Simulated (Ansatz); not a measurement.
# Ni: bands on a fine mesh, and optics

Aim: levels on a fine mesh, and what follows from them: optical spectra of independent particles, band edges or the Fermi surface. Runs: cell and atoms relaxed (PAW); reference run (PAW and LAPW).

Computed with Ansatz 0.2.0 (DFT PBEsol, frozen-core PAW and all-electron LAPW, scalar-relativistic unless said, unless a step's input says otherwise).

### Step 1. Starting point

It takes space group Fm-3m (No. 225, cubic). Conventional cell: a = 3.524 Å, b = 3.524 Å, c = 3.524 Å, α = 90.00°, β = 90.00°, γ = 90.00°. Around Ni (site symmetry m-3m) lie 12 Ni at 2.49 Å.

As a file:

```
Ni
1.0
     0.00000    1.76194    1.76194
     1.76194    0.00000    1.76194
     1.76194    1.76194    0.00000
Ni
1
Direct
  0.00000 0.00000 0.00000
```

Cartesian axes are those of the input's lattice vectors. The structure goes back to a database entry.

### Step 2. Cell and atoms relaxed, PAW

Contents of input.yaml:

```yaml
crystal:
  lattice:
    - [0.0, 1.761935, 1.761935]
    - [1.761935, 0.0, 1.761935]
    - [1.761935, 1.761935, 0.0]
  atoms:
    - { symbol: Ni, position: [0.0, 0.0, 0.0], spin: 1.5 }
magnetization:
  spin_polarized: true
kpoints:
  mp_grid: { grid: [16, 16, 16] }
scf:
  occupations: { method: fermi_dirac, width: 0.05 }
hamiltonian:
  xc: pbesol
  pseudopotentials: { kind: paw }
relax:
  f_tol: 0.002
  max_steps: 80
  cell: {}
output:
  forces: true
  stress: true
  write_density: true
  write_potential: true
  elf: true
  volumetric_format: npy
```

Launch:

```console
$ ansatz run input.yaml --threads 2 --pin off --max-ram 6144MiB --backend cpu --events-out ev --progress --plain --runs-dir out
```

### Step 4. Reference run, fine mesh, PAW

Contents of input.yaml:

```yaml
crystal:
  lattice:
    - [0.0, 1.73094601575, 1.73094601575]
    - [1.73094601575, 0.0, 1.73094601575]
    - [1.73094601575, 1.73094601575, 0.0]
  atoms:
    - { symbol: Ni, position: [0.0, 0.0, 0.0], spin: 0.6 }
magnetization:
  spin_polarized: true
kpoints:
  mp_grid: { grid: [16, 16, 16] }
scf:
  occupations: { method: fermi_dirac, width: 0.05 }
hamiltonian:
  xc: pbesol
  pseudopotentials: { kind: paw }
output:
  forces: true
  stress: true
  eigenvalues: true
  eigenstates:
    nscf_kmesh: { grid: [28, 28, 28] }
    de_dk: true
    e_range: [-14, 14]
  optics:
    e_range: [0, 25]
    de: 0.2
    sigma: 0.15
    bands: { spectra_wanted_up_to: 25 }
    nscf_kmesh: { grid: [28, 28, 28] }
    drude_damping: 0.2
checkpoint:
  write: ck
  write_wavefunctions: false
```

### Step 5. Reference run, fine mesh, LAPW

input.yaml, as its differences from that of step 4:

```diff
@@ -15,3 +15,3 @@
   xc: pbesol
-  pseudopotentials: { kind: paw }
+  pseudopotentials: { kind: all_electron, lapw: { basis_error: 0.001 } }
 output:
```

(Steps that only read results are left out.)

Before running it: what results should come out? Wanted: states at the Fermi level; bare Sommerfeld coefficient; plasma energy; peak of the loss function along x.

As calculated:

| quantity | value |
| --- | --- |
| states at the Fermi level (PAW) | 1.64 per eV and atom |
| bare Sommerfeld coefficient | 3.87 mJ/(K² mol of atoms) |
| plasma energy (x, y, z) | 7.3, 7.3, 7.3 eV |
| peak of the loss function along x | 20.9 eV |

It is a metal with 5 bands crossing the Fermi level, 1.64 states per eV and atom there and a mean speed of 0.30 × 10⁶ m/s. These are bare band values on this mesh, without coupling to phonons. The spectra hold no excitons and no local fields. Cautions: frozen-core PAW files fitted under PBE, their cores solved anew for the functional of the run; a lower magnetic state may exist; these sums move with the mesh, by several per cent and more for small sheets.
